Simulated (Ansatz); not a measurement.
# YSi2: the cost of one run

Method: DFT LDA, scalar-relativistic, plane waves, PAW, in Ansatz 0.2.0.

### 1 The structure to begin with

It takes space group P6/mmm (No. 191, hexagonal). The conventional cell has a = 3.850 Å, b = 3.850 Å, c = 4.140 Å, α = 90.00°, β = 90.00°, γ = 120.00°. Y (site symmetry 6/mmm) has 12 Si at 3.04 Å as nearest neighbours. Around Si (site symmetry -6m2) lie 3 Si at 2.22 Å and 6 Y at 3.04 Å.

Structure file:

```
Y Si
1.0
     3.85000    0.00000    0.00000
    -1.92500    3.33420    0.00000
     0.00000    0.00000    4.14000
Y Si
1 2
Direct
  0.00000 0.00000 0.00000
  0.33333 0.66667 0.50000
  0.66667 0.33333 0.50000
```

Source of the structure: the Crystallography Open Database.

(A quick probe on a coarse mesh, which set the mesh and smearing, is not shown.)

### 3 Full relaxation

Input file input.yaml:

```yaml
crystal:
  lattice:
    - [3.85, 0.0, 0.0]
    - [-1.925, 3.3341978, 0.0]
    - [0.0, 0.0, 4.14]
  atoms:
    - { symbol: "Y", position: [0.0, 0.0, 0.0] }
    - { symbol: Si, position: [0.33333333, 0.66666667, 0.5] }
    - { symbol: Si, position: [0.66666667, 0.33333333, 0.5] }
basis:
  ecutwfc: 420
kpoints:
  mp_grid: { grid: [12, 12, 10] }
hamiltonian:
  xc: lda
scf:
  occupations: { method: gaussian, width: 0.1 }
output:
  forces: true
  stress: true
  eigenvalues: true
  write_density: true
  write_potential: true
  elf: true
  volumetric_format: npy
relax:
  adjacent_minimum: "off"
  f_tol: 0.005
  max_steps: 80
  cell: { stress_tol: 0.05 }
```

Started as:

```sh
ansatz run input.yaml --threads 4 --pin off --max-ram 8192MiB --backend cpu --events-out ev --progress --plain --runs-dir out
```

What time and memory should one allow on 4 threads of Intel Xeon Platinum 8488C (Sapphire Rapids), shared host?

About 5.7 s, with a peak of 0.45 GiB.
